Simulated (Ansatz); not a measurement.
This script drives Ansatz's Python interface.

Script `lab6.py`:
```python
"""A vacancy in a supercell of LaB6, against the perfect cell."""

import ansatz as az
import numpy as np


def main() -> None:
    lattice = az.Lattice.of(
        (4.157, 0.0, 0.0),
        (0.0, 4.157, 0.0),
        (0.0, 0.0, 4.157),
    )
    sites = [
        ("La", (0.0, 0.0, 0.0)),
        ("B", (0.1975, 0.5, 0.5)),
        ("B", (0.5, 0.1975, 0.5)),
        ("B", (0.8025, 0.5, 0.5)),
        ("B", (0.5, 0.8025, 0.5)),
        ("B", (0.5, 0.5, 0.1975)),
        ("B", (0.5, 0.5, 0.8025)),
    ]
    cell = az.Crystal(lattice=lattice)
    for symbol, position in sites:
        cell = cell.atom(symbol, position)
    host = cell.supercell(2, 1, 1)
    defective = host.vacancy("B", at=(0.1975, 0.5, 0.5))

    def with_settings(structure):
        return (
            structure.calculation()
            .occupations("cold", width=0.15)
            .functional("PBE", dispersion="d4")
            .kpoints(mesh=(2, 4, 4))
            .basis(510)
            .band_table()
        )


    perfect = with_settings(host).run(threads=1).report
    model = with_settings(defective)
    model = model.relax(force_tolerance=0.03, max_steps=25)
    result = model.run(threads=1)
    r = result.report

    n_host, n_defect = len(perfect["lattice"]["sites"]), len(r["lattice"]["sites"])
    print(f"perfect cell: {n_host} atoms, F = {perfect['free_energy_ev']:.4f} eV")
    print(f"defect cell:  {n_defect} atoms, F = {r['free_energy_ev']:.4f} eV")
    # chemical potentials are still to be added to this difference
    print(f"difference {r['free_energy_ev'] - perfect['free_energy_ev']:.4f} eV (no chemical potentials)")

    for site in result.lattice.sites:
        print(f"{site.symbol:2s}", " ".join(f"{v:8.4f}" for v in site.position_ang))

    for label, run in (("perfect", perfect), ("defect", r)):
        levels, filled = np.array(run["eigenvalues_ev"][0]), np.array(run["occupations"][0])
        top = int(np.argmin(np.abs(levels - run["fermi_energy_ev"])))
        window = slice(max(top - 3, 0), top + 4)
        print(label, "levels near E_F at the first k-point:", ", ".join(f"{e - run['fermi_energy_ev']:.2f} ({f:.2f})" for e, f in zip(levels[window], filled[window])))


if __name__ == "__main__":
    main()
```

It is started by `python lab6.py`. Estimate its wall time and peak memory on 1 thread of Arm Neoverse V2, with other jobs on the host.

It took about 42 s, with a peak of 0.49 GiB, for 2 runs of the engine.

```console
$ python lab6.py
perfect cell: 14 atoms, F = -14382.7663 eV
defect cell:  13 atoms, F = -14223.1488 eV
difference 159.6175 eV (no chemical potentials)
La   0.0526   0.0000   0.0000
B    2.1101   0.8184   2.0785
B    3.2943   2.0785   2.0785
B    2.1101   3.3386   2.0785
B    2.1101   2.0785   0.8184
B    2.1101   2.0785   3.3386
La   3.9735   0.0000   0.0000
B    5.0045   2.0785   2.0785
B    6.2436   0.8311   2.0785
B    7.4804   2.0785   2.0785
B    6.2436   3.3259   2.0785
B    6.2436   2.0785   0.8311
B    6.2436   2.0785   3.3259
perfect levels near E_F at the first k-point: -1.77 (2.00), -1.77 (2.00), -1.38 (2.00), 0.16 (0.05), 0.16 (0.05), 0.16 (0.05), 1.47 (0.00)
defect levels near E_F at the first k-point: -0.79 (2.00), -0.33 (2.05), -0.28 (2.11), -0.28 (2.11), 0.73 (0.00), 1.38 (0.00), 1.38 (0.00)
```

Notes:
- Total energies depend on the potentials; only differences at equal settings carry meaning. A total without «per atom» is that of the whole cell that was run.
- The computed bands are complete only to about 1.9 eV above the Fermi level.
- Dispersion corrections can be off by several per cent in the lattices of metals, and by several GPa in the pressure at a fixed cell.
- The mesh is modest for a metal, so energies can be off by several to tens of meV an atom and pressures by half a GPa or more; differences at equal mesh fare better.
- The difference holds no chemical potentials.
- Errors of mesh and smearing per atom add up over the supercell, so the energy can be off by tenths of an eV.
- Each cell's levels count from its own Fermi level and aren't aligned; one k-point can hide that the defect cell is metallic.
- The starting cell is as deposited in a crystallographic database; the results hold for this polymorph, which needn't be the stable one.
- Levels are Kohn-Sham eigenvalues on this mesh, without spin-orbit coupling.
- The supercell is small, so the defect meets its images and the energies aren't those of an isolated defect; a partly filled defect level may also lower its energy by spin or distortion. For a charged cell the difference holds no correction, alignment or term for the electrons' reservoir.
